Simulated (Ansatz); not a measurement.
# FGeH3Si: the cost of one run

Program: Ansatz 0.2.0, driven from Python. Level of theory: MP2/def2-TZVP. These are calculated values, not measurements.

## 1. The system

Bond lengths: F1–Ge2 1.756 Å, Ge2–Si3 2.314 Å, Si3–H4 1.471 Å, Si3–H5 1.471 Å, Si3–H6 1.470 Å. Angles: F1–Ge2–Si3 109.4°, Ge2–Si3–H4 109.4°, Ge2–Si3–H5 109.4°, Ge2–Si3–H6 109.5°, H4–Si3–H5 109.5°, H4–Si3–H6 109.5°, H5–Si3–H6 109.5°.

The script holds or builds the structure itself.

## 2. Script

Input file deck_fgeh3si.py:

```python
import ansatz as az

DECK = '''
crystal:
  periodic: [false, false, false]
  atoms:
    - { symbol: F, position_ang: [2.6122, 0.3402, 0.3658] }
    - { symbol: Ge, position_ang: [1.4684, -0.8494, -0.2342] }
    - { symbol: Si, position_ang: [-0.6794, -0.0068, -0.0606] }
    - { symbol: H, position_ang: [-0.7876, 1.2249, -0.8566] }
    - { symbol: H, position_ang: [-0.975, 0.2928, 1.3484] }
    - { symbol: H, position_ang: [-1.6386, -1.0018, -0.5627] }
magnetization:
  spin_polarized: true
  initial_magnetization: 2
basis:
  gaussian: { orbitals: def2-TZVP }
correlation:
  method: mp2
'''


def main() -> None:
    session = az.Session.from_yaml(DECK)
    data = session.plan(threads=1).execute().report

    print(f'E = {data["free_energy_ev"]:.6f} eV = {data["free_energy_ev"] / 27.211386246:.7f} Ha')
    print('converged:', data['converged'], ' doubts:', data['published_state_doubts'] or 'none')
    symbols = ['F', 'Ge', 'Si', 'H', 'H', 'H']
    print('correlation energy', round(data['free_energy_ev'] - data['reference_energy_ev'], 5), 'eV')
    cluster = data['correlation'].get('coupled_cluster')
    if cluster:
        print('cycles', cluster['cycles'], ' T1 diagnostic', round(cluster['t1_diagnostic'], 4), ' largest double', round(cluster['largest_double'], 4))
    field = data['mean_field']
    print('<S^2> =', round(abs(field['state']['spin_squared']), 4), ' all-electron relativity setting:', field['relativity'])
    print('passes:', field['passes'])
    if 'symmetry' in field:
        print('occupied orbitals by irrep:', field['symmetry']['occupied'])


if __name__ == '__main__':
    main()
```

## 3. Launch

Run with:

```console
> python deck_fgeh3si.py
```

**Question.** How long does this script take on 1 thread of Arm Neoverse V1, shared host, and how much memory does it need?

About 4.2 s, with a peak of 0.34 GiB.
